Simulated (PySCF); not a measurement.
# C4H6BFGe: spin-spin couplings

Aim: predict the spin-spin couplings of C4H6BFGe (`C=[C]([GeH3])C#CBF`).

The runs use PySCF 2.14.0, with density-fitted response routines of our own; the level of theory stands in each step. All values are computed, except where a source is named. Atoms count from 0, in the outputs and in this text.

### 1 The molecule as given

13 atoms, charge 0, multiplicity 1; geometry from: GFN2-xTB.

Bonds of the start (Å): C0–C1 1.33, C1–Ge2 1.97, C1–C3 1.40, C3–C4 1.22, C4–B5 1.50, B5–F6 1.32, C0–H7 1.08, C0–H8 1.08, Ge2–H9 1.50, Ge2–H10 1.49, Ge2–H11 1.50, B5–H12 1.18.

### 2 Indirect couplings: B3LYP/pcSseg-1+pcJ-1

The job: settings as JSON, then the geometry in Å.

```
{"job": {"kind": "j", "xc": "B3LYP", "basis": "pcJ-1"}, "charge": 0, "multiplicity": 1}
C     -1.138206    -1.803505    -0.300765
C     -0.715019    -0.563086    -0.053426
Ge    -1.937897     0.861878     0.527948
C      0.626866    -0.178423    -0.191922
C      1.771209     0.218034    -0.296589
B      3.200610     0.667020    -0.420634
F      3.642586     1.135829    -1.572658
H     -2.178181    -2.066435    -0.188354
H     -0.467608    -2.586753    -0.619669
H     -1.534978     1.389446     1.867594
H     -1.918503     2.005468    -0.433249
H     -3.321493     0.299020     0.609742
H      3.966227     0.621994     0.470510
```

With the program's defaults for keys left out, this is: B3LYP/pcJ-1 Ge:pcSseg-1 indirect spin-spin coupling, non-relativistic, gas phase.

Launch:

```console
OMP_NUM_THREADS=1 python probes_run.py task.json out
```

One launch serves the whole session: the jobs run in the order shown.

Predict these results of the whole session: largest coupling of the table (B3LYP/pcSseg-1+pcJ-1).

**Answer**, as computed:

```
                                            quantity                    value
largest coupling of the table (B3LYP/pcSseg-1+pcJ-1)  1J(C,H) C0–H7, 170.5 Hz
```

What this shows: In the run at B3LYP/pcSseg-1+pcJ-1, the largest coupling of the table is C0–H7, 170.5 Hz, of which the Fermi-contact term gives 169.6 Hz. Spin-orbit coupling is left out, which matters for shieldings and couplings at and beside the heavy atoms.
